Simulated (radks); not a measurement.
# Eu⁺ in [Xe] 4f7 6s1: an all-electron calculation

What are the levels of the europium ion Eu+, how large are its shells, and how does its energy divide?

The numbers are computed with radks (a radial shooting solver on a logarithmic mesh, Libxc functionals) version 1 (scalar-relativistic Kohn-Sham, MS2 meta-GGA, spin-polarised, spherical densities, finite nucleus; open shells are filled with parallel spins first), except any that are marked as measured or tabulated.

**1. Starting point**

| Quantity | Value |
| --- | --- |
| element | europium (Z = 63) |
| charge | +1 |
| electrons | 62 |
| configuration | [Xe] 4f7 6s1 |
| nuclear rms radius | 5.1115 fm |

The outer shells:

Eu⁺
```
[Xe] core
4f [↑ ][↑ ][↑ ][↑ ][↑ ][↑ ][↑ ]
6s [↑ ]
```

**2. The calculation**

Settings of this run:

```text
Z 63
configuration [Xe] 4f7 6s1
relativity scalar-relativistic
functional ms2,regtpss
spin polarised
nucleus finite rms 5.1115 fm
c 137.035999084
```

The run is started by

```sh
python run_ks.py task.json out
```

This one command runs every case of the session in turn.

**Question.** What will this run give?

**Answer**, as computed:

| quantity | value |
| --- | --- |
| total energy | -10843.1054 hartree |
| exchange-correlation share of it | 2.23 % |
| −T/E | 1.0713 |
| highest occupied level | 6s up, -8.968 eV |
| most extended occupied level | 6s up, <r> = 3.81 bohr |
| radius at density 0.001 e/bohr³ | 4.49 bohr |
| maxima of the radial density | 4 |
| ionisation energy, NIST | 11.24 (semi-emp.) eV |

**Reading.** 6 principal shells are occupied and 4 maxima appear in the radial density; where shells overlap, one shows as a shoulder or not at all. −T/E is 1.071: with relativity the kinetic term as defined here no longer equals −E. The top level binds by 8.968 eV, 80 % of the NIST ionisation energy of 11.24 eV; the potential of a semilocal functional falls off too fast, so its top eigenvalue is too shallow. Open shells are spherical and high-spin; term and fine-structure splittings are not resolved. Spin-orbit splitting is averaged out at the scalar-relativistic level.
